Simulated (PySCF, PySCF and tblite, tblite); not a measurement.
**C₆H₁₅ClSi: conformers and averaged spectra, part 1 of 3**

Which conformers does C₆H₁₅ClSi (`CC(C)(C)C[SiH2]CCl`) populate, and what do their averaged NMR parameters look like?

Programs: PySCF 2.14.0 with density-fitted response routines of our own, and tblite 0.8.0. All values are computed, except where a source is named. Atoms count from 0 throughout.

### 1 The molecule as given

23 atoms, charge 0, multiplicity 1; geometry from: MMFF94s geometry.

Bonds of the start (Å): C0–C1 1.54, C0–H10 1.09, C0–H8 1.10, C0–H9 1.11, C1–C2 1.52, C1–C3 1.55, C1–C4 1.56, C2–H11 1.09, C2–H12 1.11, C2–H13 1.10, C3–H14 1.10, C3–H15 1.09, C3–H16 1.09, C4–H17 1.09, C4–H18 1.10, C4–Si5 1.89, C6–Cl7 1.78, C6–H21 1.09, C6–H22 1.11, Si5–C6 1.85, Si5–H19 1.48, Si5–H20 1.48.

### 2 GFN2-xTB relaxation, conformer 1

The job: settings as JSON, then the geometry in Å.

```
{"job": {"xc": "GFN2-xTB", "basis": "xTB", "kind": "relax"}, "charge": 0, "multiplicity": 1}
C     -1.636900    -1.198300     0.222900
C     -1.057100     0.229600     0.214000
C     -1.369900     0.913700    -1.108500
C     -1.735900     1.033200     1.345800
C      0.474900     0.212400     0.517000
Si     1.657000    -0.672500    -0.659000
C      3.408900    -0.594600    -0.067000
Cl     3.968000     1.096100    -0.014000
H     -1.396000    -1.729200     1.151900
H     -2.742300    -1.165900     0.143100
H     -1.279100    -1.794800    -0.617300
H     -1.007200     0.346600    -1.967600
H     -2.467300     1.022400    -1.235800
H     -0.939000     1.921000    -1.156400
H     -1.552500     0.575900     2.334200
H     -1.365000     2.056800     1.403500
H     -2.819700     1.074600     1.213800
H      0.640400    -0.225800     1.504400
H      0.822200     1.256800     0.582300
H      1.254100    -2.095300    -0.747300
H      1.537100    -0.091900    -2.018500
H      4.081900    -1.144500    -0.724200
H      3.518700    -0.999400     0.958000
```

The run is started by

```sh
OMP_NUM_THREADS=1 python ens_run.py task.json out
```

The driver reads the study from task.json and runs its stages one after another.

Output:

```text
step      E/eV     max force
  0    -728.47866    2.128
  1    -728.56701    0.791
  2    -728.58629    0.333
  3    -728.60202    0.352
  4    -728.61173    0.263
  5    -728.61823    0.215
  6    -728.62217    0.125
  7    -728.62450    0.107
  8    -728.62610    0.099
  9    -728.62763    0.088
 10    -728.62894    0.087
 11    -728.63005    0.092
 12    -728.63094    0.073
 13    -728.63168    0.068
 14    -728.63240    0.071
 15    -728.63317    0.115
 16    -728.63386    0.109
 17    -728.63436    0.060
 18    -728.63472    0.046
 19    -728.63503    0.048
 20    -728.63532    0.051
 21    -728.63554    0.033
 22    -728.63554    0.033
 23    -728.63564    0.028
 24    -728.63591    0.035
 25    -728.63599    0.038
 26    -728.63623    0.024
 27    -728.63635    0.027
 28    -728.63648    0.033
 29    -728.63658    0.028
 30    -728.63667    0.019
 31    -728.63674    0.019
 32    -728.63681    0.025
 33    -728.63687    0.024
 34    -728.63692    0.018
 35    -728.63696    0.013
 36    -728.63700    0.017
 37    -728.63705    0.022
 38    -728.63710    0.020
 39    -728.63715    0.016
 40    -728.63719    0.016
 41    -728.63722    0.019
 42    -728.63725    0.020
 43    -728.63729    0.016
 44    -728.63731    0.011
 45    -728.63733    0.010
 46    -728.63734    0.008
 47    -728.63735    0.009
 48    -728.63736    0.007
 49    -728.63737    0.006
 50    -728.63738    0.012
 51    -728.63739    0.017
 52    -728.63741    0.017
 53    -728.63743    0.010
 54    -728.63744    0.008
 55    -728.63745    0.008
 56    -728.63747    0.009
 57    -728.63748    0.007
 58    -728.63749    0.012
 59    -728.63752    0.014
 60    -728.63754    0.011
 61    -728.63756    0.008
 62    -728.63758    0.007
 63    -728.63759    0.007
 64    -728.63759    0.006
 65    -728.63760    0.004
```

Wall time 0.51 s (1 thread of Arm Neoverse V2, shared host).

Relaxing gained 0.159 eV and moved the atoms by 0.06 Å on average (rms).

GFN2-xTB relaxation, conformer 2:

The job: settings as JSON, then the geometry in Å.

```
{"job": {"xc": "GFN2-xTB", "basis": "xTB", "kind": "relax"}, "charge": 0, "multiplicity": 1}
C     -1.840200     1.541100    -0.272700
C     -1.061700     0.297900     0.159000
C     -1.114900     0.202400     1.707600
C     -1.741300    -0.934200    -0.453900
C      0.402400     0.455400    -0.329900
Si     1.688600    -0.880100     0.003600
C      3.325900    -0.398100    -0.720600
Cl     4.529800    -1.666300    -0.378300
H     -1.844100     1.645200    -1.361600
H     -2.897400     1.489100     0.060800
H     -1.417900     2.455100     0.149900
H     -2.167300     0.205300     2.054400
H     -0.667200    -0.710300     2.092400
H     -0.612700     1.056900     2.168600
H     -2.804900    -0.971000    -0.170500
H     -1.683600    -0.922300    -1.527100
H     -1.286100    -1.872100    -0.094200
H      0.812100     1.384800     0.071300
H      0.383100     0.593400    -1.421200
H      1.808600    -1.056400     1.484500
H      1.209600    -2.151300    -0.577300
H      3.701000     0.533300    -0.285000
H      3.273600    -0.270600    -1.789200
```

Output:

```text
step      E/eV     max force
  0    -728.47339    2.218
  1    -728.56346    0.912
  2    -728.58652    0.324
  3    -728.59944    0.301
  4    -728.61013    0.271
  5    -728.61715    0.229
  6    -728.62128    0.134
  7    -728.62375    0.118
  8    -728.62556    0.114
  9    -728.62742    0.105
 10    -728.62899    0.104
 11    -728.63016    0.096
 12    -728.63097    0.057
 13    -728.63158    0.084
 14    -728.63221    0.098
 15    -728.63294    0.107
 16    -728.63358    0.104
 17    -728.63395    0.057
 18    -728.63415    0.033
 19    -728.63415    0.033
 20    -728.63424    0.030
 21    -728.63450    0.032
 22    -728.63456    0.033
 23    -728.63472    0.022
 24    -728.63481    0.030
 25    -728.63492    0.034
 26    -728.63503    0.031
 27    -728.63514    0.023
 28    -728.63521    0.022
 29    -728.63527    0.019
 30    -728.63533    0.019
 31    -728.63539    0.020
 32    -728.63545    0.014
 33    -728.63550    0.016
 34    -728.63552    0.012
 35    -728.63554    0.015
 36    -728.63556    0.012
 37    -728.63557    0.007
 38    -728.63558    0.005
 39    -728.63558    0.005
 40    -728.63559    0.005
 41    -728.63559    0.005
 42    -728.63559    0.005
 43    -728.63560    0.004
```

Wall time 0.34 s (1 thread of Arm Neoverse V2, shared host).

The energy fell by 0.162 eV, and the atoms moved 0.05 Å (root mean square).

### 3 GFN2-xTB relaxation, conformer 3

The job: settings as JSON, then the geometry in Å.

```
{"job": {"xc": "GFN2-xTB", "basis": "xTB", "kind": "relax"}, "charge": 0, "multiplicity": 1}
C     -2.171300     0.205600    -0.983400
C     -0.979300     0.037400    -0.041500
C     -0.602000     1.414700     0.532200
C     -1.413500    -0.878700     1.114400
C      0.185400    -0.591500    -0.849100
Si     1.842300    -0.991900    -0.076900
C      2.890700     0.478700     0.313800
Cl     3.153000     1.457200    -1.141300
H     -3.035600     0.637500    -0.458300
H     -1.935700     0.872100    -1.813300
H     -2.499600    -0.754700    -1.404100
H     -0.231400     2.073800    -0.256400
H     -1.493700     1.907700     0.979500
H      0.147000     1.352100     1.315800
H     -0.637900    -0.972900     1.889000
H     -2.308100    -0.490200     1.634400
H     -1.653800    -1.887700     0.762300
H      0.389000     0.052100    -1.719500
H     -0.173100    -1.533300    -1.277000
H      1.625600    -1.785300     1.167200
H      2.580000    -1.886300    -0.995700
H      3.874300     0.179200     0.687600
H      2.443000     1.131400     1.084000
```

Output:

```text
step      E/eV     max force
  0    -728.44744    1.845
  1    -728.53021    0.628
  2    -728.54580    0.241
  3    -728.55681    0.312
  4    -728.56664    0.271
  5    -728.57441    0.231
  6    -728.57898    0.138
  7    -728.58139    0.111
  8    -728.58275    0.088
  9    -728.58399    0.083
 10    -728.58519    0.093
 11    -728.58636    0.109
 12    -728.58744    0.081
 13    -728.58833    0.072
 14    -728.58911    0.081
 15    -728.58990    0.102
 16    -728.59059    0.101
 17    -728.59104    0.056
 18    -728.59130    0.043
 19    -728.59150    0.039
 20    -728.59150    0.039
 21    -728.59160    0.030
 22    -728.59178    0.032
 23    -728.59186    0.036
 24    -728.59206    0.027
 25    -728.59221    0.031
 26    -728.59240    0.029
 27    -728.59259    0.047
 28    -728.59280    0.051
 29    -728.59302    0.035
 30    -728.59320    0.027
 31    -728.59335    0.031
 32    -728.59349    0.032
 33    -728.59365    0.032
 34    -728.59384    0.035
 35    -728.59403    0.029
 36    -728.59417    0.031
 37    -728.59428    0.028
 38    -728.59441    0.033
 39    -728.59457    0.041
 40    -728.59476    0.038
 41    -728.59491    0.024
 42    -728.59500    0.018
 43    -728.59507    0.027
 44    -728.59517    0.036
 45    -728.59530    0.035
 46    -728.59544    0.025
 47    -728.59556    0.026
 48    -728.59568    0.030
 49    -728.59584    0.042
 50    -728.59603    0.039
 51    -728.59624    0.032
 52    -728.59648    0.037
 53    -728.59678    0.051
 54    -728.59717    0.065
 55    -728.59760    0.053
 56    -728.59800    0.049
 57    -728.59837    0.045
 58    -728.59876    0.046
 59    -728.59920    0.047
 60    -728.59972    0.048
 61    -728.60036    0.058
 62    -728.60117    0.079
 63    -728.60204    0.095
 64    -728.60272    0.062
 65    -728.60314    0.036
 66    -728.60343    0.039
 67    -728.60376    0.065
 68    -728.60413    0.072
 69    -728.60436    0.033
 70    -728.60455    0.029
 71    -728.60466    0.022
 72    -728.60478    0.026
 73    -728.60488    0.024
 74    -728.60498    0.022
 75    -728.60506    0.023
 76    -728.60515    0.021
 77    -728.60526    0.023
 78    -728.60539    0.022
 79    -728.60550    0.023
 80    -728.60560    0.025
 81    -728.60570    0.026
 82    -728.60582    0.025
 83    -728.60596    0.029
 84    -728.60612    0.030
 85    -728.60628    0.022
 86    -728.60644    0.024
 87    -728.60658    0.023
 88    -728.60669    0.021
 89    -728.60678    0.020
 90    -728.60688    0.021
 91    -728.60702    0.022
 92    -728.60718    0.026
 93    -728.60733    0.027
 94    -728.60747    0.032
 95    -728.60762    0.039
 96    -728.60780    0.035
 97    -728.60802    0.030
 98    -728.60822    0.029
 99    -728.60837    0.028
100    -728.60850    0.029
101    -728.60862    0.025
102    -728.60871    0.021
103    -728.60877    0.019
104    -728.60884    0.020
105    -728.60893    0.020
106    -728.60905    0.028
107    -728.60918    0.028
108    -728.60931    0.026
109    -728.60942    0.019
110    -728.60953    0.020
111    -728.60963    0.019
112    -728.60972    0.018
113    -728.60981    0.023
114    -728.60990    0.027
115    -728.61001    0.026
116    -728.61012    0.025
117    -728.61025    0.028
118    -728.61040    0.031
119    -728.61053    0.026
120    -728.61065    0.027
121    -728.61075    0.026
122    -728.61085    0.022
123    -728.61096    0.017
124    -728.61104    0.018
125    -728.61111    0.017
126    -728.61118    0.017
127    -728.61126    0.020
128    -728.61136    0.023
129    -728.61147    0.022
130    -728.61157    0.020
131    -728.61166    0.025
132    -728.61175    0.021
133    -728.61184    0.021
134    -728.61196    0.028
135    -728.61208    0.024
136    -728.61218    0.015
137    -728.61224    0.017
138    -728.61229    0.016
139    -728.61235    0.018
140    -728.61243    0.022
141    -728.61250    0.021
142    -728.61257    0.021
143    -728.61265    0.022
144    -728.61271    0.017
145    -728.61277    0.017
146    -728.61281    0.014
147    -728.61287    0.019
148    -728.61293    0.024
149    -728.61301    0.021
150    -728.61307    0.018
151    -728.61310    0.013
152    -728.61314    0.010
153    -728.61316    0.011
154    -728.61319    0.010
155    -728.61320    0.007
156    -728.61322    0.008
157    -728.61323    0.010
158    -728.61324    0.007
159    -728.61325    0.006
160    -728.61326    0.006
161    -728.61327    0.010
162    -728.61329    0.013
163    -728.61331    0.012
164    -728.61332    0.008
165    -728.61334    0.008
166    -728.61335    0.007
167    -728.61335    0.006
168    -728.61336    0.005
169    -728.61337    0.006
170    -728.61338    0.006
171    -728.61338    0.006
172    -728.61339    0.005
173    -728.61340    0.006
174    -728.61341    0.011
175    -728.61342    0.014
176    -728.61344    0.013
177    -728.61346    0.008
178    -728.61347    0.007
179    -728.61348    0.006
180    -728.61349    0.006
181    -728.61349    0.005
182    -728.61350    0.004
183    -728.61350    0.004
184    -728.61350    0.004
185    -728.61351    0.003
```

Run time: 1.3 s. Hardware: 1 thread of Arm Neoverse V2, shared host.

Relaxing gained 0.166 eV and moved the atoms by 0.33 Å on average (rms).

GFN2-xTB relaxation, conformer 4:

The job: settings as JSON, then the geometry in Å.

```
{"job": {"xc": "GFN2-xTB", "basis": "xTB", "kind": "relax"}, "charge": 0, "multiplicity": 1}
C     -1.173800    -0.721000    -1.469000
C     -0.998200     0.004200    -0.129000
C     -0.609300     1.466200    -0.369000
C     -2.347900    -0.016000     0.616200
C      0.046300    -0.728100     0.785300
Si     1.842200    -0.907200     0.243600
C      2.804600     0.654700     0.489700
Cl     4.523000     0.372700     0.109800
H     -0.279300    -0.664200    -2.089900
H     -1.430500    -1.777600    -1.318100
H     -2.002900    -0.268300    -2.043900
H     -0.412100     1.989900     0.568700
H      0.255000     1.561500    -1.008200
H     -1.431000     2.002500    -0.875300
H     -3.135600     0.477300     0.041500
H     -2.677300    -1.049900     0.831900
H     -2.277100     0.497600     1.591400
H     -0.313500    -1.753900     0.958600
H      0.064200    -0.238300     1.769000
H      2.439100    -1.992500     1.079700
H      1.892900    -1.351000    -1.165200
H      2.754200     0.999100     1.531400
H      2.462300     1.469400    -0.139000
```

Output:

```text
step      E/eV     max force
  0    -728.45562    1.786
  1    -728.52940    0.605
  2    -728.54664    0.238
  3    -728.55728    0.256
  4    -728.56684    0.310
  5    -728.57452    0.248
  6    -728.57943    0.123
  7    -728.58210    0.117
  8    -728.58360    0.100
  9    -728.58481    0.070
 10    -728.58589    0.081
 11    -728.58691    0.090
 12    -728.58785    0.064
 13    -728.58864    0.083
 14    -728.58940    0.093
 15    -728.59022    0.098
 16    -728.59099    0.094
 17    -728.59153    0.052
 18    -728.59188    0.045
 19    -728.59215    0.045
 20    -728.59242    0.061
 21    -728.59268    0.051
 22    -728.59293    0.042
 23    -728.59320    0.052
 24    -728.59350    0.052
 25    -728.59377    0.039
 26    -728.59377    0.039
 27    -728.59389    0.029
 28    -728.59410    0.038
 29    -728.59417    0.040
 30    -728.59435    0.025
 31    -728.59445    0.023
 32    -728.59455    0.026
 33    -728.59465    0.034
 34    -728.59475    0.026
 35    -728.59484    0.020
 36    -728.59492    0.021
 37    -728.59499    0.024
 38    -728.59507    0.023
 39    -728.59514    0.022
 40    -728.59522    0.019
 41    -728.59530    0.022
 42    -728.59539    0.024
 43    -728.59547    0.019
 44    -728.59554    0.018
 45    -728.59560    0.021
 46    -728.59568    0.025
 47    -728.59578    0.027
 48    -728.59588    0.025
 49    -728.59598    0.022
 50    -728.59609    0.031
 51    -728.59621    0.030
 52    -728.59635    0.029
 53    -728.59649    0.025
 54    -728.59658    0.021
 55    -728.59664    0.018
 56    -728.59669    0.015
 57    -728.59675    0.018
 58    -728.59681    0.017
 59    -728.59688    0.020
 60    -728.59698    0.028
 61    -728.59712    0.035
 62    -728.59734    0.033
 63    -728.59764    0.040
 64    -728.59803    0.055
 65    -728.59850    0.058
 66    -728.59903    0.057
 67    -728.59961    0.055
 68    -728.60014    0.048
 69    -728.60057    0.040
 70    -728.60095    0.042
 71    -728.60129    0.038
 72    -728.60158    0.031
 73    -728.60182    0.031
 74    -728.60205    0.038
 75    -728.60226    0.037
 76    -728.60246    0.037
 77    -728.60264    0.030
 78    -728.60286    0.035
 79    -728.60305    0.045
 80    -728.60330    0.039
 81    -728.60348    0.029
 82    -728.60362    0.035
 83    -728.60372    0.025
 84    -728.60379    0.017
 85    -728.60384    0.018
 86    -728.60389    0.021
 87    -728.60395    0.023
 88    -728.60403    0.018
 89    -728.60410    0.021
 90    -728.60417    0.024
 91    -728.60425    0.025
 92    -728.60437    0.029
 93    -728.60453    0.025
 94    -728.60468    0.025
 95    -728.60480    0.024
 96    -728.60489    0.022
 97    -728.60497    0.017
 98    -728.60501    0.012
 99    -728.60505    0.013
100    -728.60507    0.013
101    -728.60511    0.018
102    -728.60516    0.016
103    -728.60520    0.014
104    -728.60523    0.012
105    -728.60526    0.014
106    -728.60530    0.012
107    -728.60534    0.011
108    -728.60537    0.009
109    -728.60539    0.010
110    -728.60543    0.011
111    -728.60547    0.014
112    -728.60551    0.015
113    -728.60556    0.016
114    -728.60562    0.018
115    -728.60570    0.021
116    -728.60578    0.021
117    -728.60585    0.018
118    -728.60590    0.015
119    -728.60595    0.017
120    -728.60600    0.014
121    -728.60603    0.012
122    -728.60606    0.015
123    -728.60609    0.016
124    -728.60615    0.019
125    -728.60625    0.024
126    -728.60635    0.023
127    -728.60644    0.019
128    -728.60651    0.019
129    -728.60658    0.019
130    -728.60665    0.021
131    -728.60672    0.014
132    -728.60676    0.011
133    -728.60678    0.009
134    -728.60680    0.009
135    -728.60683    0.011
136    -728.60686    0.010
137    -728.60688    0.009
138    -728.60689    0.008
139    -728.60690    0.007
140    -728.60691    0.006
141    -728.60692    0.006
142    -728.60693    0.006
143    -728.60694    0.005
144    -728.60695    0.006
145    -728.60695    0.006
146    -728.60696    0.007
147    -728.60698    0.006
148    -728.60699    0.006
149    -728.60700    0.007
150    -728.60701    0.009
151    -728.60702    0.011
152    -728.60703    0.011
153    -728.60705    0.008
154    -728.60705    0.005
155    -728.60706    0.005
156    -728.60706    0.005
157    -728.60707    0.005
158    -728.60707    0.004
159    -728.60708    0.004
```

Run time: 1.2 s. Hardware: 1 thread of Arm Neoverse V2, shared host.

Gain 0.151 eV; displacement 0.25 Å root mean square.

(Continued in part 2 of 3.)
